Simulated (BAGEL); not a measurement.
# AlOF2 (SMILES [O][Al]([F])[F]): ROHF/6-31G(d) (density fitting with qzvpp-jkfit, spherical functions)

What is the energy change on altering one bond length of AlOF2 at ROHF/6-31G* (density fitting with qzvpp-jkfit, spherical functions)? 

The results are computed with BAGEL 1.2.2.

3 further runs of the same task are left out: 3 that didn't finish.

**1. The system as given**

AlOF2 has 4 atoms, charge 0, and is taken as a doublet. As SMILES, `[O][Al]([F])[F]`. The shape is that of a PBE0-D4/def2-TZVP optimisation.

Bond lengths: O1–Al2 1.725 Å, Al2–F3 1.631 Å, Al2–F4 1.631 Å. Angles: O1–Al2–F3 119.0°, O1–Al2–F4 119.0°, F3–Al2–F4 122.1°.

**2. A single-point energy at ROHF/6-31G(d) (density fitting with qzvpp-jkfit, spherical functions)**

Input file hf.json:

```json
{ "bagel" : [

{
  "title" : "molecule",
  "basis" : "6-31gs.json",
  "df_basis" : "qzvpp-jkfit",
  "angstrom" : true,
  "geometry" : [
    { "atom" : "O", "xyz" : [       0.682900,      -0.910900,       1.260000 ] },
    { "atom" : "Al", "xyz" : [      -0.000600,       0.004300,      -0.032400 ] },
    { "atom" : "F", "xyz" : [      -1.477200,      -0.401600,      -0.592500 ] },
    { "atom" : "F", "xyz" : [       0.850400,       1.247900,      -0.655300 ] }
  ]
},

{
  "title" : "rohf",
  "nopen" : 1
},

{
  "title" : "print",
  "file" : "orbitals.molden",
  "orbitals" : true
}

]}
```

The basis set 6-31G* is read from a file made from the Basis Set Exchange's data (not shown).

Run with:

```console
BAGEL_NUM_THREADS=1 BAGEL hf.json > hf.out
```

Output:

```text
* using 1 threads per process

  ===============================================================
  ===============================================================

  *** Geometry ***

  { "atom" : "O", "xyz" : [      1.290494,     -1.721352,      2.381055 ] },
  { "atom" : "Al", "xyz" : [     -0.001134,      0.008126,     -0.061227 ] },
  { "atom" : "F", "xyz" : [     -2.791503,     -0.758914,     -1.119663 ] },
  { "atom" : "F", "xyz" : [      1.607023,      2.358189,     -1.238338 ] },

  Number of auxiliary basis functions:      359

  Since a DF basis is specified, we compute 2- and 3-index integrals:
    o Being stored without compression. Storage requirement is 0.010 GB

  Number of basis functions:       60
  Number of electrons      :       39

    * METHOD: MOLECULE                             0.10

  *** Open-shell HF ***

  === Nuclear Repulsion ===
   149.2287793447

      * DIIS with orbital gradients will be used.

  === ROHF iteration (6-31gs.json) ===
      0       -515.53453849          0.05936425           0.06
      1       -515.69425647          0.03786965           0.06
      2       -515.75198021          0.02281716           0.06
      3       -515.78587944          0.00074486           0.06
      4       -515.78593936          0.00030565           0.06
      5       -515.78595161          0.00007906           0.06
      6       -515.78595376          0.00001846           0.06
      7       -515.78595359          0.00000315           0.06
      8       -515.78595356          0.00000083           0.06
      9       -515.78595355          0.00000027           0.06
     10       -515.78595355          0.00000008           0.06
     11       -515.78595355          0.00000002           0.06
     12       -515.78595355          0.00000001           0.06
    * SCF iteration converged.

    * S^2 (ROHF) is 0.7500

    * Permanent dipole moment:
           (    0.044287,    -0.059277,     0.083657) a.u.

    * METHOD: ROHF                                 0.84

    * METHOD: PRINT                                0.01

  ===============================================================
```

It took 1.1 s on 1 thread of Arm Neoverse V2, shared host.

**3. The distorted shape**

Input file hf.json:

```json
{ "bagel": [

{
  "title": "molecule",
  "basis": "6-31gs.json",
  "df_basis": "qzvpp-jkfit",
  "angstrom": true,
  "geometry": [
    { "atom": "O", "xyz": [    1.024668,   -1.368524,    1.906234 ] },
    { "atom": "Al", "xyz": [   -0.000600,    0.004300,   -0.032400 ] },
    { "atom": "F", "xyz": [   -1.477200,   -0.401600,   -0.592500 ] },
    { "atom": "F", "xyz": [    0.850400,    1.247900,   -0.655300 ] }
  ]
},
{ "title": "rohf", "nopen": 1 },
{ "title": "print", "file": "orbitals.molden", "orbitals": true }

]}
```

The basis set 6-31G* is read from a file made from the Basis Set Exchange's data (not shown).

Run with:

```console
BAGEL_NUM_THREADS=1 BAGEL hf.json > hf.out
```

Output:

```text
* using 1 threads per process

  ===============================================================
  ===============================================================

  *** Geometry ***

  { "atom" : "O", "xyz" : [      1.936342,     -2.586136,      3.602260 ] },
  { "atom" : "Al", "xyz" : [     -0.001134,      0.008126,     -0.061227 ] },
  { "atom" : "F", "xyz" : [     -2.791503,     -0.758914,     -1.119663 ] },
  { "atom" : "F", "xyz" : [      1.607023,      2.358189,     -1.238338 ] },

  Number of auxiliary basis functions:      359

  Since a DF basis is specified, we compute 2- and 3-index integrals:
    o Being stored without compression. Storage requirement is 0.010 GB

  Number of basis functions:       60
  Number of electrons      :       39

    * METHOD: MOLECULE                             0.10

  *** Open-shell HF ***

  === Nuclear Repulsion ===
   133.0205925192

      * DIIS with orbital gradients will be used.

  === ROHF iteration (6-31gs.json) ===
      0       -515.35237949          0.06256304           0.06
      1       -515.52346503          0.04322819           0.06
      2       -515.60190691          0.02769188           0.06
      3       -515.65908463          0.00111450           0.06
      4       -515.65933235          0.00052861           0.06
      5       -515.65940158          0.00023098           0.06
      6       -515.65941264          0.00007027           0.06
      7       -515.65941466          0.00001436           0.06
      8       -515.65941452          0.00000160           0.06
      9       -515.65941453          0.00000056           0.06
     10       -515.65941453          0.00000010           0.06
     11       -515.65941453          0.00000004           0.06
     12       -515.65941453          0.00000001           0.06
    * SCF iteration converged.

    * S^2 (ROHF) is 0.7500

    * Permanent dipole moment:
           (    0.421707,    -0.564645,     0.797313) a.u.

    * METHOD: ROHF                                 0.82

    * METHOD: PRINT                                0.01

  ===============================================================
```

It took 1.1 s on 1 thread of Arm Neoverse V2, shared host.

**4. What came out**

At ROHF/6-31G* (density fitting with qzvpp-jkfit, spherical functions):

| quantity | value |
| --- | --- |
| first shape: total energy | -515.78595 Eh |
| first shape: dipole moment | 0.28 D |
| first shape: ⟨S²⟩ | 0.750 |
| distorted shape: total energy | -515.65941 Eh |
| distorted shape: dipole moment | 2.70 D |
| distorted shape: ⟨S²⟩ | 0.750 |
| energy change with the O1–Al2 bond stretched from 1.725 to 2.587 Å | 3.443 eV |

**Reading.** With the O1–Al2 bond stretched from 1.725 to 2.587 Å the energy rises by 3.44 eV (332 kJ/mol). The first shape isn't relaxed at this level, so the change isn't measured from a minimum.
